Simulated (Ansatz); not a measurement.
# FeNi (Tetrataenite): the cost of one run

Program: Ansatz 0.2.0, driven from Python. Level of theory: DFT r2SCAN, plane waves, PAW. These are calculated values, not measurements.

## (1) The structure

Symmetry: P4/mmm, No. 123, tetragonal system. Conventional cell: a = 2.533 Å, b = 2.533 Å, c = 3.582 Å, α = 90.00°, β = 90.00°, γ = 90.00°. Fe (site symmetry 4/mmm) is surrounded by 8 Ni at 2.53 Å and 4 Fe at 2.53 Å. Around Ni (site symmetry 4/mmm) lie 8 Fe at 2.53 Å and 4 Ni at 2.53 Å.

The script holds or builds the structure itself.

## (2) The script

ecut_feni.py

```python
'''Cutoff test for FeNi.'''

import logging
import sys
import warnings

import ansatz as az
import matplotlib.pyplot as plt

logging.basicConfig(stream=sys.stdout, format='%(levelname)s:%(name)s:%(message)s')
log = logging.getLogger('calc')
log.setLevel(logging.INFO)


def main() -> None:
    warnings.simplefilter('ignore', az.DeckWarning)

    structure = (
        az.Lattice.from_parameters(2.533, 2.533, 3.582, alpha=90.0, beta=90.0, gamma=90.0)
        .atom('Fe', (0.0, 0.0, 0.0))
        .atom('Ni', (0.5, 0.5, 0.5))
        .moments(Fe=4.5, Ni=2.0)
    )

    job = (
        structure.calculation()
        .kpoints(11, 11, 8)  # the mesh must be finer for metals
        .spin('collinear')  # two spin channels
        .occupations('fermi_dirac', width=0.1)  # smearing steadies the SCF of a metal
        .functional(az.Functional.R2SCAN)
        .forces()  # eV per angstrom
        .stress()
    )

    rows = []
    for value in [250, 300, 350, 400]:
        r = job.basis(value).run().report
        rows.append((value, r['free_energy_ev'] / len(r['lattice']['sites']), r['n_iterations'], sum(r['stress_gpa'][i][i] for i in range(3)) / 3, max(abs(f) for row in r['forces_ev_ang'] for f in row), r['magnetization_mub'], r['n_pw']))

    log.info(' cutoff (eV)   F/atom (eV)    iterations       P (GPa)  max component (eV/A)  moment (muB)   plane waves')
    for row in rows:
        log.info(f'{str(row[0]):>12s}  {row[1]:12.5f}  {row[2]:12d}  {row[3]:12.3f}  {row[4]:20.4f}  {row[5]:12.3f}  {row[6]:12d}')

    # differences from the last row
    for row in rows[:-1]:
        shift = 1000 * (row[1] - rows[-1][1])
        log.info(f'{row[0]}: {shift:+.2f} meV/atom' + ('  (within 5 meV)' if abs(shift) < 5 else ''))
    plt.figure(figsize=(4.5, 3))
    plt.plot([str(row[0]) for row in rows], [1000 * (row[1] - rows[-1][1]) for row in rows], 'o-')
    plt.xlabel('cutoff (eV)')
    plt.ylabel('F - F(last) (meV/atom)')
    plt.tight_layout()
    plt.savefig('ecut.png', dpi=100)


if __name__ == '__main__':
    main()
```

## (3) Running it

Run with:

```bash
$ python ecut_feni.py
```

What time and memory should one allow on 1 thread of Arm Neoverse V2, shared host?

About 82 s, with a peak of 0.55 GiB.
